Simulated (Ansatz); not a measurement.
# PdTe: the cost of one run

Computed with Ansatz 0.2.0 (DFT LDA+U (U = 5 eV, J = 0.9 eV on Pd d), plane waves, PAW, unless a step's input says otherwise).

## Step 1: The starting structure

Symmetry: Pm-3m, No. 221, cubic system. Conventional cell: a = 3.631 Å, b = 3.631 Å, c = 3.631 Å, α = 90.00°, β = 90.00°, γ = 90.00°. Around Pd (site symmetry m-3m) lie 8 Te at 3.14 Å. Te (site symmetry m-3m) is surrounded by 8 Pd at 3.14 Å.

Coordinates:

```
Pd Te
1.0
     3.63109    0.00000    0.00000
     0.00000    3.63109    0.00000
     0.00000    0.00000    3.63109
Pd Te
1 1
Direct
  0.00000 0.00000 0.00000
  0.50000 0.50000 0.50000
```

## Step 2: Ferromagnetic start, free, symmetry kept, no search

input.yaml reads:

```yaml
crystal:
  lattice:
    - [3.63109312, 0.0, 0.0]
    - [0.0, 3.63109312, 0.0]
    - [0.0, 0.0, 3.63109312]
  atoms:
    - { symbol: Pd, position: [0.0, 0.0, 0.0], spin: 2.0 }
    - { symbol: Te, position: [0.5, 0.5, 0.5] }
basis:
  ecutwfc: 420
  ecutrho_ratio: 4
kpoints:
  mp_grid: { grid: [5, 5, 5] }
hamiltonian:
  xc: lda
  hubbard: { sites: [{ site: 0, l: d, u: 5.0, j: 0.9 }] }
scf:
  occupations: { method: gaussian, width: 0.05 }
  lower_state_search: "off"
  max_iter: 150
output:
  forces: true
  stress: true
  eigenvalues: true
  populations: true
  hubbard: { sites: [{ site: 0, l: d }] }
magnetization:
  spin_polarized: true
```

Run with:

```console
ansatz run input.yaml --threads 2 --pin off --max-ram 3072MiB --backend cpu --events-out ev --progress --plain --runs-dir out
```

Q: Estimate wall time and peak memory on 2 threads of Arm Neoverse N1, shared host.

About 3.5 s, with a peak of 0.35 GiB.
